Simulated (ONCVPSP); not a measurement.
# An ONCV potential for germanium, from input to tests

Task: generate the file, and judge it by its errors in other configurations, its logarithmic derivatives, its ghosts and its cutoff.

Program: ONCVPSP 4.0.1.1 (patched build). Reference atom: PBE, scalar-relativistic, spherical and spin-unpolarised. All values are calculated.

## 1. Settings

Typed settings, in words:

```json
{
  "element": "germanium (Ge, Z = 32)",
  "type": "optimised norm-conserving Vanderbilt (ONCV)",
  "frozen core": "[Ar]",
  "valence charge": "14",
  "reference configuration": "3d10 4s2 4p2",
  "partial waves": "4s: rc 1.65 bohr, ncon 4, nbas 7, qcut 3.3 1/bohr, 2 projectors, debl 3.1 Ha; 4p: rc 2.45 bohr, ncon 4, nbas 7, qcut 3.7 1/bohr, 2 projectors, debl 1.3 Ha; 3d: rc 0.65 bohr, ncon 4, nbas 9, qcut 12.5 1/bohr, 3 projectors, debl 0.5 Ha",
  "local potential": "polynomial inside 0.65 bohr (lpopt 5, dvloc0 0 Ha)",
  "core correction": "not asked for"
}
```

The outer shells as boxes (Hund's rule for the drawing; the calculation is spin-unpolarised):

```
[Ar] core
3d [↑↓][↑↓][↑↓][↑↓][↑↓]
4s [↑↓]
4p [↑ ][↑ ][  ]
```

## 2. Generating the potential

Ge.dat reads:

```
# ATOM AND REFERENCE CONFIGURATION
# atsym  z   nc   nv     iexc    psfile
  Ge 32.00    5    3        4      upf
#
#   n    l    f
    1    0    2.00
    2    0    2.00
    2    1    6.00
    3    0    2.00
    3    1    6.00
    3    2   10.00
    4    0    2.00
    4    1    2.00
#
# PSEUDOPOTENTIAL AND OPTIMIZATION
# lmax
    2
#
#   l,   rc,      ep,       ncon, nbas, qcut
    0    1.65    0.00    4    7    3.30
    1    2.45    0.00    4    7    3.70
    2    0.65    0.00    4    9   12.50
#
# LOCAL POTENTIAL
# lloc, lpopt,  rc(5),   dvloc0
    4    5    0.65    0.00
#
# VANDERBILT-KLEINMAN-BYLANDER PROJECTORs
# l, nproj, debl
    0    2    3.10
    1    2    1.30
    2    3    0.50
#
# MODEL CORE CHARGE
# icmod, fcfact, rcfact
    0    0.00    0.00
#
# LOG DERIVATIVE ANALYSIS
# epsh1, epsh2, depsh
   -3.00    5.00    0.02
#
# OUTPUT GRID
# rlmax, drl
    6.00    0.01
#
# TEST CONFIGURATIONS
# ncnf
    4
# nvcnf
#   n    l    f
    3
    3    2   10.00
    4    0    2.00
    4    1    1.00
#
    3
    3    2   10.00
    4    0    2.00
    4    1    0.00
#
    3
    3    2   10.00
    4    0    1.00
    4    1    0.00
#
    3
    3    2   10.00
    4    0    0.00
    4    1    4.00
#
```

Launch:

```
$ oncvpsp.x < Ge.dat > Ge.out
```

The output, Ge.out (without the consistency checks and plot data):

```text
ONCVPSP  (Optimized Norm-Conservinng Vanderbilt PSeudopotential)
scalar-relativistic version 4.0.1.1, modified

#   n    l    f        energy (Ha)
    1    0    2.00    -4.0281571E+02
    2    0    2.00    -5.0412488E+01
    2    1    6.00    -4.4051811E+01
    3    0    2.00    -6.1919266E+00
    3    1    6.00    -4.2489733E+00
    3    2   10.00    -1.0771536E+00
    4    0    2.00    -4.3112376E-01
    4    1    2.00    -1.4315416E-01

Reference configufation results
  iterations    25
  all-electron total energy (Ha)   -2.09883316D+03

Begin loop to  construct optimized pseudo wave functions
and semi-local pseudopoentials for all angular momenta

   Wellstate for l =  0  n =  6
     eigenvalue =   2.6689
     asymptotic potential =   3.1689
     half-point radius =  3.3704

Calculating optimized projector #   1

 for l=   0

    Fraction of norm inside rc  0.304886
    Optimizing pswf for qcut=   3.29 a_B^-1,  ecut=   5.43 Ha
    Residual kinetic energy error=  1.10D-02 Ha

    Energy error per electron        Cutoff
         Ha          eV             Ha
         0.01000     0.27211        5.57
         0.00100     0.02721       27.06
         0.00010     0.00272       40.64
         0.00001     0.00027       47.29

Calculating optimized projector #   2

 for l=   0

    Fraction of norm inside rc  0.101854
    Optimizing pswf for qcut=   3.29 a_B^-1,  ecut=   5.43 Ha
    Residual kinetic energy error=  1.22D-01 Ha

    Energy error per electron        Cutoff
         Ha          eV             Ha
         0.01000     0.27211        9.86
         0.00100     0.02721       30.92
         0.00010     0.00272       57.04
         0.00001     0.00027       69.67

   Wellstate for l =  1  n =  6
     eigenvalue =   1.1568
     asymptotic potential =   1.6568
     half-point radius =  5.5530

Calculating optimized projector #   1

 for l=   1

    Fraction of norm inside rc  0.421885
    Optimizing pswf for qcut=   3.70 a_B^-1,  ecut=   6.86 Ha
    Residual kinetic energy error=  7.72D-05 Ha

    Energy error per electron        Cutoff
         Ha          eV             Ha
         0.01000     0.27211        1.79
         0.00100     0.02721        2.75
         0.00010     0.00272        6.59
         0.00001     0.00027       21.16

Calculating optimized projector #   2

 for l=   1

    Fraction of norm inside rc  0.133938
    Optimizing pswf for qcut=   3.70 a_B^-1,  ecut=   6.86 Ha
    Residual kinetic energy error=  5.55D-04 Ha

    Energy error per electron        Cutoff
         Ha          eV             Ha
         0.01000     0.27211        2.72
         0.00100     0.02721        5.61
         0.00010     0.00272       13.52
         0.00001     0.00027       28.23

WARNING wellstate: negative energy specified for n= 4 l=  2
WARNING scattering state with energy  0.25000000
WARNING will be used for the first projector

   Wellstate for l =  2  n =  4
     eigenvalue =   0.2500
     asymptotic potential =   0.7500
     half-point radius =  6.5786

   Wellstate for l =  2  n =  5
     eigenvalue =   0.7500
     asymptotic potential =   1.2500
     half-point radius =  6.1424

Calculating optimized projector #   1

 for l=   2

    Fraction of norm inside rc  0.497501
    Optimizing pswf for qcut=  12.50 a_B^-1,  ecut=  78.11 Ha
    Residual kinetic energy error=  2.76D-01 Ha

    Energy error per electron        Cutoff
         Ha          eV             Ha
         0.01000     0.27211      654.21
         0.00100     0.02721      759.61
         0.00010     0.00272     1000.03

Calculating optimized projector #   2

 for l=   2

    Fraction of norm inside rc  0.013626
    Optimizing pswf for qcut=  12.50 a_B^-1,  ecut=  78.11 Ha
    Residual kinetic energy error=  9.09D-03 Ha

    Energy error per electron        Cutoff
         Ha          eV             Ha
         0.01000     0.27211       76.73
         0.00100     0.02721      244.93
         0.00010     0.00272      883.12
         0.00001     0.00027     1001.62

Calculating optimized projector #   3

 for l=   2

    Fraction of norm inside rc  0.018291
    Optimizing pswf for qcut=  12.50 a_B^-1,  ecut=  78.11 Ha
    Residual kinetic energy error=  1.37D-02 Ha

    Energy error per electron        Cutoff
         Ha          eV             Ha
         0.01000     0.27211       82.78
         0.00100     0.02721      533.33
         0.00010     0.00272      919.67
         0.00001     0.00027     1147.08

Construct Vanderbilt / Kleinmman-Bylander projectors

B matrix Hermiticity error, ll=   0
   1   2   -1.9699E-04

  Orthonormal projector coefficients  1.6861E+01  1.4027E+00

B matrix Hermiticity error, ll=   1
   1   2   -4.6899E-05

  Orthonormal projector coefficients  7.5371E+00  4.2925E-01

B matrix Hermiticity error, ll=   2
   1   2    1.0785E-04
   1   3   -1.7608E-04
   2   3    8.5163E-06

  Orthonormal projector coefficients -7.6444E+02 -2.6896E+02 -1.7639E+01

Pseudoatom total energy  -92.472267

Diagnostic tests using Vanderbilt-Kleinman-Bylander pseudopotentials
  1 or more projectors used as specified by nproj input data

   l    rcore       rmatch      e in        delta e   norm test  slope test

   0   1.6531594   1.7033529  -0.4311238  -0.0000019   1.0000357   0.9999625
   0   1.6531594   1.7033529   2.6688762   0.0000017   1.0002937   1.0002937

   1   2.4534740   2.5279668  -0.1431542  -0.0000002   1.0000294   1.0000412
   1   2.4534740   2.5279668   1.1568458   0.0000034   1.0001082   1.0001082

   2   0.6501742   0.6699149  -1.0771536   0.0000611   1.0002492   1.0002338
   2   0.6501742   0.6699149   0.2500000   0.0000271   1.0005205   1.0005205
   2   0.6501742   0.6699149   0.7500000   0.0000170   1.0005479   1.0005479

 Testing for bound ghosts
   n   l    E NL Schr. Eq   E Basis Diag.   E Cutoff

       0                       -8.324516     68.19  WARNING - GHOST(-)
   1   0       -0.431126       -0.422590     68.19

       1                       -0.701091     36.74  WARNING - GHOST(-)
   2   1       -0.143154       -0.139589     36.74

       2                      -34.494336   1309.44  WARNING - GHOST(-)
   3   2       -1.077093       -1.014895   1309.44

 Testing for highly-localized positive-energy ghosts
       l    <radius>/rc     E Basis Diag.   E Cutoff

       2        0.806409      183.379854   1309.44  WARNING - GHOST(+)

       2        0.792484      329.956886   1309.44  WARNING - GHOST(+)

       2        0.317242      498.388536   1309.44  WARNING - GHOST(+)

Test configuration 0

   n   l     f        eae           eps        diff
   1   0  2.0000 -402.81570560
   2   0  2.0000  -50.41248757
   2   1  6.0000  -44.05181077
   3   0  2.0000   -6.19192659
   3   1  6.0000   -4.24897334
   3   2 10.0000   -1.07715362   -1.07709251    6.11D-05
   4   0  2.0000   -0.43112376   -0.43112568   -1.93D-06
   4   1  2.0000   -0.14315416   -0.14315437   -2.10D-07

    Total energies and differences
      AE_ref= -2.09883316D+03  AE_tst= -2.09883316D+03  dif=  0.00D+00
      PS_ref= -9.24722674D+01  PS_tst= -9.24722674D+01  dif=  2.27D-13
      PSP excitation error= -2.27D-13

Test configuration 1

   n   l     f        eae           eps        diff
   1   0  2.0000 -403.15060002
   2   0  2.0000  -50.74465659
   2   1  6.0000  -44.38432619
   3   0  2.0000   -6.52362329
   3   1  6.0000   -4.58069972
   3   2 10.0000   -1.40818962   -1.40701824    1.17D-03
   4   0  2.0000   -0.72980429   -0.72994969   -1.45D-04
   4   1  1.0000   -0.41315242   -0.41327915   -1.27D-04

    Total energies and differences
      AE_ref= -2.09883316D+03  AE_tst= -2.09855959D+03  dif=  2.74D-01
      PS_ref= -9.24722674D+01  PS_tst= -9.21986140D+01  dif=  2.74D-01
      PSP excitation error= -8.33D-05

Test configuration 2

   n   l     f        eae           eps        diff
   1   0  2.0000 -403.55957955
   2   0  2.0000  -51.14734444
   2   1  6.0000  -44.78776752
   3   0  2.0000   -6.92516083
   3   1  6.0000   -4.98220147
   3   2 10.0000   -1.80786425   -1.80487304    2.99D-03
   4   0  2.0000   -1.07491036   -1.07526259   -3.52D-04

    Total energies and differences
      AE_ref= -2.09883316D+03  AE_tst= -2.09799220D+03  dif=  8.41D-01
      PS_ref= -9.24722674D+01  PS_tst= -9.16308832D+01  dif=  8.41D-01
      PSP excitation error= -4.31D-04

Test configuration 3

   n   l     f        eae           eps        diff
   1   0  2.0000 -404.08879965
   2   0  2.0000  -51.66384468
   2   1  6.0000  -45.30535013
   3   0  2.0000   -7.44173834
   3   1  6.0000   -5.49827965
   3   2 10.0000   -2.31871468   -2.31038117    8.33D-03
   4   0  1.0000   -1.48670540   -1.48486889    1.84D-03

    Total energies and differences
      AE_ref= -2.09883316D+03  AE_tst= -2.09671363D+03  dif=  2.12D+00
      PS_ref= -9.24722674D+01  PS_tst= -9.03526476D+01  dif=  2.12D+00
      PSP excitation error= -9.68D-05

Test configuration 4

   n   l     f        eae           eps        diff
   1   0  2.0000 -402.94436209
   2   0  2.0000  -50.53585228
   2   1  6.0000  -44.17516320
   3   0  2.0000   -6.31937555
   3   1  6.0000   -4.37602391
   3   2 10.0000   -1.20052774   -1.19733855    3.19D-03
   4   1  4.0000   -0.19132028   -0.19122149    9.88D-05

    Total energies and differences
      AE_ref= -2.09883316D+03  AE_tst= -2.09823798D+03  dif=  5.95D-01
      PS_ref= -9.24722674D+01  PS_tst= -9.18781361D+01  dif=  5.94D-01
      PSP excitation error=  1.05D-03
```

Wall time 8.3 s (1 thread of Neoverse-N1, shared host).

The projector energies used in the d channel were -1.077, 0.250, 0.750 Ha; the program set a typed value aside.

Partial waves on a coarse radial grid (AE all-electron, PS pseudo):

```tsv
r (bohr)	4p AE	4p PS	3d AE	3d PS
0.123	0.1441	0.0046	0.2522	0.0886
0.245	-0.0368	0.0186	0.7435	0.5049
0.368	-0.2066	0.0423	1.0556	1.0603
0.490	-0.2450	0.0749	1.1513	1.2929
0.613	-0.1873	0.1157	1.1125	1.1136
0.735	-0.0831	0.1625	1.0114	1.0111
0.858	0.0364	0.2141	0.8887	0.8885
0.980	0.1517	0.2678	0.7671	0.7669
1.103	0.2564	0.3226	0.6537	0.6536
1.225	0.3458	0.3761	0.5538	0.5537
1.348	0.4208	0.4278	0.4665	0.4664
1.470	0.4809	0.4756	0.3923	0.3922
1.593	0.5286	0.5186	0.3289	0.3289
1.715	0.5644	0.5549	0.2758	0.2758
1.838	0.5903	0.5836	0.2308	0.2307
1.960	0.6073	0.6037	0.1932	0.1932
2.083	0.6169	0.6155	0.1615	0.1614
2.205	0.6201	0.6198	0.1350	0.1350
2.328	0.6180	0.6180	0.1127	0.1127
2.450	0.6116	0.6116	0.0942	0.0942
2.573	0.6015	0.6015	0.0786	0.0786
2.695	0.5886	0.5886	0.0657	0.0656
2.818	0.5734	0.5734	0.0547	0.0547
2.940	0.5566	0.5566	0.0457	0.0457
3.063	0.5384	0.5384	0.0381	0.0381
3.185	0.5194	0.5194	0.0318	0.0318
```

## 3. Transferability, from the output's test configurations

Excitation and ionisation energies from 3d10 4s2 4p2, with the error of the potential.

| valence configuration | charge | ΔE all-electron (eV) | error AE − PS (meV) |
| --- | --- | --- | --- |
| 3d10 4s2 4p1 | +1 | 7.444 | -2.3 |
| 3d10 4s2 4p0 | +2 | 22.884 | -12 |
| 3d10 4s1 4p0 | +3 | 57.675 | -2.6 |
| 3d10 4s0 4p4 | 0 | 16.196 | +29 |

## 4. Logarithmic derivatives

Taken from the files of the generation run. The phase is arctan(r·R′/R) of the radial function R, unwrapped, with energies in Ha. A pole is an energy at which the radial function vanishes at the test radius. The pseudo phase is shifted by a multiple of π to meet the all-electron one at the reference energy. Levels narrower than the energy grid can be missing from the poles. The last column is the largest difference on the grid between −0.5 and +0.5 Ha.

```tsv
channel	radius (bohr)	reference (Ha)	poles AE	poles PS	window around the reference with phases within 0.05 rad (Ha)	largest difference near zero (rad)
s	1.67	-0.43	2.54	2.54	the whole range	0.000
p	2.48	-0.14	0.72, 4.81	-0.70, 0.72, 4.73	above -0.7	0.000
d	0.66	-1.08	none	none	the whole range	0.000
```

Phases (rad) along the scan:

```tsv
E (Ha)	p AE	p PS	s AE	s PS
-2.98	1.359	4.500	1.149	1.145
-2.54	1.333	4.474	1.072	1.069
-2.10	1.296	4.438	0.953	0.950
-1.66	1.239	4.380	0.749	0.746
-1.22	1.130	4.270	0.367	0.365
-0.78	0.841	3.976	-0.247	-0.247
-0.34	-0.326	-0.326	-0.795	-0.795
0.10	-1.264	-1.264	-1.105	-1.105
0.54	-1.512	-1.512	-1.275	-1.276
0.98	-1.645	-1.645	-1.380	-1.380
1.42	-1.781	-1.781	-1.452	-1.452
1.86	-2.059	-2.059	-1.506	-1.506
2.30	-3.273	-3.273	-1.549	-1.549
2.74	-4.277	-4.279	-1.587	-1.587
3.18	-4.500	-4.502	-1.623	-1.623
3.62	-4.593	-4.595	-1.659	-1.660
4.06	-4.648	-4.651	-1.698	-1.701
4.50	-4.688	-4.693	-1.745	-1.751
4.94	-4.722	-4.730	-1.805	-1.822
```

## 5. Convergence and ghost test

Read off the output, the cutoffs (Ha) at which the residual kinetic energy of the hardest occupied pseudo-wave falls to 1 and 0.1 mHa per electron: 760 Ha and 1000 Ha.

The program's own ghost test: GHOST(-) flagged for s at -226.5 eV, p at -19.1 eV, d at -938.6 eV; GHOST(+) flagged for d at 4990.0 eV, d at 8978.6 eV, d at 13561.8 eV.

Cutoff (Ha) at which the first wave of each channel reaches a given error (Ha per electron):

```tsv
error	s	p	d
1.0e-02	5.6	1.8	654.2
3.2e-03	11.7	2.3	715.8
1.0e-03	27.1	2.8	759.6
3.2e-04	35.9	4.4	897.0
1.0e-04	40.6	6.6	1000.0
3.2e-05	44.0	12.1	1235.6
```

## 6. Summary of results

| quantity | value |
| --- | --- |
| cutoffs for 1 and 0.1 mHa per electron, occupied waves | 760 Ha and 1000 Ha |
| bound ghosts | s at -226.52 eV, p at -19.08 eV, d at -938.64 eV |
| GHOST(+) flags | d at 4990 eV, d at 8979 eV, d at 13562 eV |
| largest test error (AE − PS) | +29 meV, for 3d10 4s0 4p4 |
| largest phase difference near zero energy, channels read | 0.000 rad |
| projector energies reset by the program | d: -1.077, 0.250, 0.750 Ha |

**Reading.** A bound ghost (s, p, d) makes it unfit for use: electrons can fall into a state that the atom doesn't have. By total energies transferability is fair: the largest error is 29 meV on 16.2 eV, for 3d10 4s0 4p4. By its cutoff, 760 Ha for the looser tolerance, it is very hard. At the looser tolerance the 3d wave is the slowest; 4s needs 27 Ha. Near zero energy the phases of the channels with partial waves agree within 0.001 rad. The pseudo curves have a pole with no partner nearby in the atom's: p at -0.70 Ha. The program also flags highly localised states, GHOST(+) (d). All of this concerns the isolated atom, not yet a solid.
